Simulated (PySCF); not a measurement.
# One shape, several levels: TaF5 (tantalum pentafluoride)

Aim: a comparison of 4 runs (B3LYP/def2-SVP, PBE0/def2-SVP, wB97M-V/def2-SVP, SCS-MP2/def2-SVP) of TaF5 (tantalum pentafluoride). 

The calculation is run with PySCF 2.14.0.

1 further run of the same task is left out (set aside as unsound or not needed).

### 1 The molecule

TaF5: 6 atoms, total charge 0, spin state singlet. SMILES: `F[Ta](F)(F)(F)F`. The coordinates come from a PBE0-D4/def2-TZVP relaxation.

Bond lengths: F1–Ta2 1.876 Å, Ta2–F3 1.846 Å, Ta2–F4 1.846 Å, Ta2–F5 1.876 Å, Ta2–F6 1.846 Å. Angles: F1–Ta2–F3 90.0°, F1–Ta2–F4 90.0°, F1–Ta2–F5 180.0°, F1–Ta2–F6 90.0°, F3–Ta2–F4 120.0°, F3–Ta2–F5 90.0°, F3–Ta2–F6 120.0°, F4–Ta2–F5 90.0°, F4–Ta2–F6 120.0°, F5–Ta2–F6 90.0°.

### 2 A single-point energy at B3LYP/def2-SVP (core potential) (run 1)

Contents of job.py:

```python
from pyscf import gto, dft

mol = gto.Mole()
mol.atom = '''
F     -1.030170    -1.289830     0.890600
Ta     0.000080    -0.000050     0.000020
F      1.542230    -0.861760     0.535750
F     -0.806180    -0.458120    -1.596180
F      1.030090     1.290020    -0.890420
F     -0.736030     1.319740     1.060250
'''
mol.ecp = {'Ta': 'def2-svp'}
mol.charge = 0
mol.max_memory = 1860
mol.basis = 'def2-svp'
mol.verbose = 3
mol.build()

ks = dft.RKS(mol)
ks.xc = 'b3lyp'
ks.grids.level = 5
ks.conv_tol = 1e-10
ks.kernel()
if not ks.converged:
    ks = ks.newton().run(ks.mo_coeff, ks.mo_occ)

e_tot = ks.e_tot
print('E = %.10f Eh' % e_tot)
```

Run with:

```console
$ OMP_NUM_THREADS=1 python job.py
```

What it wrote:

```text
converged SCF energy = -556.205929068693
E = -556.2059290687 Eh
```

It took 21 s on 1 thread of Intel Xeon at 2.70GHz, shared host; peak memory 0.54 GiB.

### 3 The energy at PBE0/def2-SVP (core potential) (run 2)

Contents of calc.py:

```python
from pyscf import gto, dft

system = gto.Mole()
system.atom = [
    ('F', (-1.030170, -1.289830, 0.890600)),
    ('Ta', (0.000080, -0.000050, 0.000020)),
    ('F', (1.542230, -0.861760, 0.535750)),
    ('F', (-0.806180, -0.458120, -1.596180)),
    ('F', (1.030090, 1.290020, -0.890420)),
    ('F', (-0.736030, 1.319740, 1.060250)),
]
system.basis = 'def2-svp'
system.verbose = 3
system.charge = 0
system.max_memory = 1860
system.ecp = {'Ta': 'def2-svp'}
system.build()

calc0 = dft.RKS(system, xc='pbe0')
calc0.conv_tol = 1e-10
calc0.grids.level = 5
calc0.kernel()
if not calc0.converged:
    calc0 = calc0.newton().run(calc0.mo_coeff, calc0.mo_occ)

energy = calc0.e_tot
print('E(%s) = %.9f' % ('PBE0', energy))
```

Run with:

```console
$ OMP_NUM_THREADS=1 python calc.py
```

What it wrote:

```text
converged SCF energy = -555.698448975192
E(PBE0) = -555.698448975
```

Wall time 25 s (1 thread of Intel Xeon at 2.70GHz, shared host); peak memory 0.54 GiB.

Run 3 isn't shown in full; the table further down has it.

### 4 The energy at SCS-MP2/def2-SVP (core potential) (run 4)

Contents of start.xyz:

```xyz
6
F5Ta
F     -1.030170    -1.289830     0.890600
Ta     0.000080    -0.000050     0.000020
F      1.542230    -0.861760     0.535750
F     -0.806180    -0.458120    -1.596180
F      1.030090     1.290020    -0.890420
F     -0.736030     1.319740     1.060250
```

Contents of job.py:

```python
# F[Ta](F)(F)(F)F
from pyscf import gto, mp

mol = gto.Mole()
mol.atom = 'start.xyz'
mol.basis = 'def2-svp'
mol.ecp = {'Ta': 'def2-svp'}
mol.verbose = 4
mol.max_memory = 1860
mol.build()

mf = mol.RHF()
mf.conv_tol = 1e-10
mf.kernel()
if not mf.converged:
    mf = mf.newton().run(mf.mo_coeff, mf.mo_occ)

pt = mp.MP2(mf, frozen=5).run()
etot = mf.e_tot + 1.2 * pt.e_corr_os + pt.e_corr_ss / 3
print('E(%s) = %.9f' % ('SCS-MP2', etot))
```

Run with:

```console
$ OMP_NUM_THREADS=1 python job.py
```

What it wrote:

```text
PySCF version 2.14.0

[... 60 lines left out ...]
converged SCF energy = -553.498457689194
[... 1 line left out ...]
******** <class 'pyscf.mp.mp2.RMP2'> ********
nocc = 24, nmo = 97
frozen orbitals 5
E(RMP2) = -554.72434166586  E_corr = -1.22588397666607
E(SCS-RMP2) = -554.658984913473  E_corr = -1.16052722427976
E_corr(same-spin) = -0.358307939676375
E_corr(oppo-spin) = -0.867576036989697
E(SCS-MP2) = -554.658984913
```

It took 3.9 s on 1 thread of Intel Xeon at 2.70GHz, shared host; peak memory 0.31 GiB.

### 5 Overview of the runs

```csv
run,level,nlc grid,integration grid,energy (Eh),dipole moment (D) of the reference,HOMO energy (eV),LUMO energy (eV),wall time
1,B3LYP/def2-SVP (core potential),–,5,-556.205929,0.00,-11.83,-2.77,21 s
2,PBE0/def2-SVP (core potential),–,5,-555.698449,0.00,-12.22,-2.59,25 s
3,wB97M-V/def2-SVP (core potential),1,5,-555.976356,0.00,-14.72,-0.25,2.2 min
4,SCS-MP2/def2-SVP (core potential),–,–,-554.658985,0.00,-17.90,1.01,3.9 s
```

### 6 Results

```
                                          quantity          value
                               run 4: total energy  -554.65898 Eh
       run 4: dipole moment (Hartree–Fock density)         0.00 D
        run 4: HOMO energy (Hartree–Fock orbitals)      -17.90 eV
        run 4: LUMO energy (Hartree–Fock orbitals)        1.01 eV
      run 4: HOMO–LUMO gap (Hartree–Fock orbitals)       18.91 eV
run 4: correlation energy (5 core orbitals frozen)    -1160.5 mEh
```

Over runs 1, 2, 3 the HOMO–LUMO gap runs from 9.06 eV (B3LYP/def2-SVP) to 14.47 eV (wB97M-V/def2-SVP). Totals of different functionals can't be ranked against each other. All runs together took 3 min, the longest 2.2 min.
